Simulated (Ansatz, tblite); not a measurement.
**The cluster Ga₃As₄: one state, many levels**

Aim: run the doublet of the cluster Ga₃As₄ at one geometry on many levels, and compare frontier levels, spin and run time.

Method: as each input shows; program: Ansatz 0.2.0, Gaussian basis.

Plan: GFN1-xTB, GFN2-xTB, PBE-D4/def2-SVP, r2SCAN-D4/def2-SVP, HF/def2-SVP, HF/STO-3G, HF/6-31G, B3LYP-D4/6-31G, MP2/def2-SVP, RPA/def2-SVP.

14 further runs of the same task are left out: 7 that didn't finish, 7 set aside as unsound or not needed.

### 1 The relaxed structure

The doublet was relaxed beforehand with PBE-D4/def2-SVP. At that level it is the lowest of the isomers that a small search found.

7 atoms, charge 0, spin multiplicity 2.

Bond lengths: Ga1–As4 2.714 Å, Ga1–As6 2.715 Å, Ga2–As4 2.717 Å, Ga2–As6 2.715 Å, Ga2–As7 2.844 Å, Ga3–As4 2.716 Å, Ga3–As6 2.713 Å, Ga3–As7 2.845 Å, As4–As5 2.420 Å, As5–As7 2.430 Å, As6–As7 2.422 Å. Angles: As4–Ga1–As6 91.8°, As4–Ga2–As6 91.8°, As4–Ga2–As7 89.5°, As6–Ga2–As7 51.6°, As4–Ga3–As6 91.8°, As4–Ga3–As7 89.5°, As6–Ga3–As7 51.6°, Ga1–As4–Ga2 67.1°, Ga1–As4–Ga3 67.0°, Ga1–As4–As5 116.4°, Ga2–As4–Ga3 84.4°, Ga2–As4–As5 67.0° and more.

PBE0-D4/def2-SVP was run before; its log isn't repeated, and its numbers join the tables.

### 2 GFN1-xTB

Tight binding, by tblite at 300 K electronic temperature and without a spin-polarisation term:

```python
tblite.interface.Calculator('GFN1-xTB', numbers, positions, charge=0, uhf=1).singlepoint()
```

Energy -364.9725 eV; 0.053 s.

### 3 GFN2-xTB

Tight binding, by tblite at 300 K electronic temperature and without a spin-polarisation term:

```python
tblite.interface.Calculator('GFN2-xTB', numbers, positions, charge=0, uhf=1).singlepoint()
```

Energy -354.5773 eV; 0.035 s.

### 4 PBE-D4/def2-SVP

start.molden holds the orbitals of an earlier run on this state, given as this run's starting guess.

Input file in.yaml:

```yaml
crystal:
  periodic: [false, false, false]
  atoms:
    - {symbol: Ga, position_ang: [1.525428, 1.484449, -1.148166]}
    - {symbol: Ga, position_ang: [-1.386103, 0.816555, -0.861719]}
    - {symbol: Ga, position_ang: [1.432933, -0.772293, 0.823300]}
    - {symbol: As, position_ang: [0.185149, 1.608907, 1.208362]}
    - {symbol: As, position_ang: [-1.213403, -0.288731, 1.753883]}
    - {symbol: As, position_ang: [0.483879, -0.958974, -1.711617]}
    - {symbol: As, position_ang: [-1.027892, -1.889912, -0.064032]}
basis:
  gaussian: {orbitals: def2-SVP, initial_orbitals: start.molden}
magnetization: {spin_polarized: true, initial_magnetization: 1}
hamiltonian: {xc: pbe, dispersion: d4}
scf: {omitted_lower_state_checks: [starts]}
output: {orbitals: {seedname: orbitals}}
```

On the command line:

```
ansatz run in.yaml --threads 4 --pin off --events-out ev --progress --plain --max-ram 6963MiB
```

Further steps of the session: r2SCAN-D4/def2-SVP; HF/def2-SVP; HF/STO-3G; HF/6-31G; B3LYP-D4/6-31G; MP2/def2-SVP; RPA/def2-SVP.

**Question.** What will the summary of the whole plan be? Wanted: gap in def2-SVP, named functionals and Hartree-Fock, smallest and largest; correlation energy, MP2/def2-SVP; binding an atom, functionals in def2-SVP; ⟨S²⟩ in def2-SVP, named functionals and Hartree-Fock, smallest and largest.

**Answer**, as computed:

| quantity | value |
| --- | --- |
| gap in def2-SVP, named functionals and Hartree-Fock, smallest and largest | 0.51 eV (PBE-D4), 6.49 eV (HF) |
| correlation energy, MP2/def2-SVP | -43.01 eV |
| binding an atom, functionals in def2-SVP | 2.40 (PBE0-D4) to 2.59 eV (PBE-D4) |
| ⟨S²⟩ in def2-SVP, named functionals and Hartree-Fock, smallest and largest | 0.756, 0.928 |

In words: Over the named functionals and Hartree-Fock in def2-SVP the gap runs from 0.51 eV (PBE-D4) to 6.49 eV (HF); exact exchange widens it. Over the named functionals and Hartree-Fock in def2-SVP spin contamination reaches 0.18 (HF).
